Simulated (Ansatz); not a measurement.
**C₂H₃FSe: one species, many methods**

How much do the methods differ for C₂H₃FSe? The plan is to run it at one geometry with functionals of several rungs and with coupled cluster. The yardstick is the atomisation energy at the CCSD(T) limit.

Method: functionals in def2-TZVPP, the program's frozen cores in correlated methods; program: Ansatz 0.2.0, Gaussian basis.

Levels to be run: LDA (SPW92), PBE-D4, revPBE-D4, BLYP-D4, r2SCAN-D4, B97M-V, PBE0-D4, B3LYP-D4, r2SCANh-D4, r2SCAN0-D4, HSE06-D4, BHLYP-D4, CAM-B3LYP-D4, LC-ωPBE, ωB97X-V, ωB97M-V, B2PLYP, PBE-QIDH; CCSD(T)/def2-SVP; CCSD(T)/def2-TZVPP; MP2/def2-QZVPP; extrapolation to the limit; RPA on PBE.

## 1. Structure used throughout

The geometry comes from an earlier relaxation with PBE0-D4 in a triple-zeta def2 set; it is a stationary point, not always the lowest conformer.

SMILES `C=C(F)[SeH]`, 7 atoms, charge 0, spin multiplicity 1.

Atoms are counted from 1 here; the program's logs count them from 0.

Bond lengths: C1–C2 1.321 Å, C1–H5 1.083 Å, C1–H6 1.080 Å, C2–F3 1.336 Å, C2–Se4 1.898 Å, Se4–H7 1.470 Å. Angles: C2–C1–H5 120.2°, C2–C1–H6 120.2°, H5–C1–H6 119.5°, C1–C2–F3 121.1°, C1–C2–Se4 124.7°, F3–C2–Se4 114.1°, C2–Se4–H7 94.0°.

Coordinates:

```xyz
7
C2H3FSe
C     0.24202   -0.02233    1.13617
C    -0.21313    0.18287   -0.08684
F    -1.46793    0.59020   -0.29635
Se    0.83679    0.06175   -1.66392
H    -0.38586    0.18473    1.99380
H     1.24313   -0.39691    1.28782
H    -0.19392   -0.66831   -2.41640
```

## 2. LDA

This LDA is Slater exchange with PW92 correlation.

Input file in.yaml:

```yaml
crystal:
  periodic: [false, false, false]
  atoms:
    - {symbol: C, position_ang: [0.242016, -0.022325, 1.136170]}
    - {symbol: C, position_ang: [-0.213130, 0.182869, -0.086838]}
    - {symbol: F, position_ang: [-1.467928, 0.590204, -0.296345]}
    - {symbol: Se, position_ang: [0.836793, 0.061748, -1.663918]}
    - {symbol: H, position_ang: [-0.385861, 0.184731, 1.993804]}
    - {symbol: H, position_ang: [1.243130, -0.396912, 1.287822]}
    - {symbol: H, position_ang: [-0.193920, -0.668314, -2.416396]}
basis:
  gaussian: {orbitals: def2-TZVPP}
hamiltonian: {xc: lda}
output: {orbitals: {seedname: orbitals}}
```

Further steps of the session: PBE-D4 (GGA); revPBE-D4 (GGA); BLYP-D4 (GGA); r2SCAN-D4 (meta-GGA); B97M-V (meta-GGA); PBE0-D4 (hybrid); B3LYP-D4 (hybrid); r2SCANh-D4 (hybrid); r2SCAN0-D4 (hybrid); HSE06-D4 (hybrid); BHLYP-D4 (hybrid); CAM-B3LYP-D4 (range-separated); LC-ωPBE (range-separated); ωB97X-V (range-separated); ωB97M-V (range-separated); B2PLYP (double hybrid); PBE-QIDH (double hybrid); CCSD(T) in def2-SVP; CCSD(T) in def2-TZVPP; MP2 in def2-QZVPP; RPA on PBE orbitals.

**Question.** What will the summary of the whole plan be? Wanted: atomisation energy, CCSD(T)/CBS; farthest beyond LDA; mean size of error, GGA; mean size of error, meta-GGA; mean size of error, hybrid; mean size of error, range-separated; mean size of error, double hybrid; gap, smallest and largest; T1 diagnostic.

As calculated:

```
                               quantity                                                                                                                              value
        atomisation energy, CCSD(T)/CBS                                                                                                                      2564.8 kJ/mol
 functionals within 25.6 kJ/mol (1.0 %)  revPBE-D4, BLYP-D4, r2SCAN-D4, B97M-V, PBE0-D4, B3LYP-D4, r2SCANh-D4, HSE06-D4, CAM-B3LYP-D4, LC-ωPBE, ωB97X-V, ωB97M-V, PBE-QIDH
                    farthest beyond LDA                                                                                                           BHLYP-D4 (-114.3 kJ/mol)
                mean size of error, GGA                                                                                                                        46.2 kJ/mol
           mean size of error, meta-GGA                                                                                                                        11.5 kJ/mol
             mean size of error, hybrid                                                                                                                        35.5 kJ/mol
    mean size of error, range-separated                                                                                                                         5.4 kJ/mol
      mean size of error, double hybrid                                                                                                                        23.2 kJ/mol
              gap, smallest and largest                                                                                              4.39 eV (BLYP-D4), 11.47 eV (LC-ωPBE)
                          T1 diagnostic                                                                                                                             0.0111
triples share of the correlation energy                                                                                                                              3.8 %
```

What this shows: LDA overbinds by 469.0 kJ/mol (18 %). PBE-D4 misses by +100.5 kJ/mol. Double hybrids carry the basis error of their MP2 part in triple zeta, and no dispersion term here, so their miss is partly the set-up's. The rungs range-separated, meta-GGA, double hybrid miss on average by less than the doubt on the reference (25.6 kJ/mol), so they tie. The reference freezes the cores and leaves out relativity and excitations past (T), and its outer-core shells are covered unevenly, so misses under about 25.6 kJ/mol can't be ranked. All levels share the lack of spin-orbit coupling, which lowers the free heavy atoms and so the true binding. Hartree-Fock recovers 69 % of the binding; the rest is correlation. CCSD(T) in def2-SVP is off by -145.6 kJ/mol, so the small basis spoils what the method gains. Orbital gaps span 4.4 to 11.5 eV; exact exchange widens them. Correlated methods include outer-core shells of Se, which these sets cover unevenly.
